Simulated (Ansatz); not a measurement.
# RuO+ (quartet): the correlation ladder, def2-QZVPP

The task here is to estimate one member of a computed series from the others.

Method: def2-QZVPP, core rule «outside noble gas», up to 5 orbitals frozen; program: Ansatz 0.2.0, Gaussian basis.

To be run: UHF; ROHF; CCSD(T) on UHF.

**The geometry**

The geometry is a PBE0/def2-TZVP stationary point (not a proven minimum) of the parent state, kept for this charge and spin. No spin-orbit coupling is included. Elements past krypton take def2 core potentials.

2 atoms, charge 1, spin multiplicity 4.

Atoms are counted from 1 here; the program's logs count them from 0.

Bond lengths: Ru1–O2 1.595 Å.

Set-up of the first run:

in.yaml

```yaml
crystal:
  periodic: [false, false, false]
  atoms:
    - {symbol: Ru, position_ang: [0.000000, 0.000000, 0.000000]}
    - {symbol: O, position_ang: [0.000000, 0.000000, 1.595400]}
basis:
  gaussian: {orbitals: "def2-QZVPP.json"}
total_charge: 1
magnetization: {spin_polarized: true, initial_magnetization: 3}
hamiltonian: {xc: hf}
output: {orbitals: {seedname: orbitals}}
```

Command:

```console
$ ansatz run in.yaml --threads 1 --pin off --events-out ev --progress --plain --max-ram 4096MiB --backend cpu
```

Steps of the session up to this table: UHF; ROHF; CCSD(T) on UHF.

One of the session's tables, all rows but one given; the rest of the session is left out.

| method | from UCCSD(T) (kcal/mol) |
| --- | --- |
| ROHF | +327.24 |
| UHF | +313.85 |
| UMP2 | +22.63 |
| UCCSD | ? |
| UCCSD(T) | 0 |

Estimate the missing values for UCCSD.

The run gave: from UCCSD(T) (kcal/mol): +16.72. In the column «from UCCSD(T) (kcal/mol)» it lies between UCCSD(T) (0) and UMP2 (+22.63).

The program flags UCCSD(T) as in doubt (see the logs), so the zero of the table is itself unsure.

Limits of these values: The program flags UCCSD(T) as in doubt, so the zero of the table is itself unsure.
